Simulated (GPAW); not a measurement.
Wanted: an ASE script for a GPAW 26.7.0 run.

- Task: optical spectrum
- Functional: AM05
- Potentials or basis: PAW data sets generated in the run's folder for this functional
- Cutoff: 500 eV
- Basis: pw
- k mesh: 7 × 7 × 7
- Occupations: fermi-dirac, width 0.05 eV
- Spin: no spin polarisation
- Eta: 0.1 eV
- Response ecut: 50 eV
- Scissors: 0 eV
- Kernel: RPA
- Maxiter: 150
- Response k mesh: 19 × 19 × 19
- Domega0: 0.05 eV
- Omega2: 10 eV
- Response bands: 33
- Directions: ["x"]
- Intraband: yes

The structure of WAu lies in POSCAR:

```
WAu
1.0
    0.0000000000      2.7479792600      2.7479792600
    2.7479792600      0.0000000000      2.7479792600
    2.7479792600      2.7479792600      0.0000000000
W Au
1 1
Direct
    0.0000000000      0.0000000000      0.0000000000
    0.7500000000      0.7500000000      0.7500000000
```

The cell was built by a generator and needn't be a form met in nature.

One way to write it, as run:

run.py

```python
from ase.dft.bandgap import bandgap
from ase.io import read, write
from gpaw import GPAW, PW, setup_paths
from gpaw.response.df import DielectricFunction

setup_paths.insert(0, '.')

atoms = read('POSCAR')

calc = GPAW(mode=PW(500),
            xc='AM05',
            kpts={'size': (7, 7, 7), 'gamma': True},
            occupations={'name': 'fermi-dirac', 'width': 0.05},
            nbands=25,
            convergence={'density': 1e-06},
            maxiter=150,
            txt='gpaw.txt')
atoms.calc = calc
energy = atoms.get_potential_energy()
calc.write('gs.gpw')
write('result.traj', atoms)
print(f'Energy: {energy:.6f} eV')
print('Fermi level:', round(calc.get_fermi_level(), 4), 'eV')
print(f'Gap: {bandgap(calc)[0]:.4f} eV, direct: {bandgap(calc, direct=True)[0]:.4f} eV')

dense = calc.fixed_density(kpts={'size': (19, 19, 19), 'gamma': True},
                           nbands=39, convergence={'bands': 33, 'eigenstates': 1e-7},
                           update_fermi_level=True, txt='dense.txt')
dense.write('dense.gpw', mode='all')

df = DielectricFunction('dense.gpw', frequencies={'type': 'nonlinear', 'domega0': 0.05, 'omega2': 10},
                        eta=0.1, ecut=50, nbands=33, rate='eta', txt='df.txt')
for direction in ['x']:
    df.get_dielectric_function(xc='RPA', direction=direction, filename=f'df_{direction}.csv')
```

Potentials or basis: PAW data sets generated in the run's folder for this functional, pw.

Launch:

```sh
$ gpaw-setup -f AM05 Au W
$ OMP_NUM_THREADS=1 python run.py
```

Results of the run:

```yaml
Band_gap_on_the_k_mesh: none (metal or under the smearing width)
```

Caveat: the intraband term hangs on this k mesh; the long-wavelength limit can be off by several per cent where d states take part; independent-particle spectra lack excitons.

It took 4.2 min on 1 thread of Arm Neoverse V2, with other jobs on the host, peak memory 0.52 GiB.
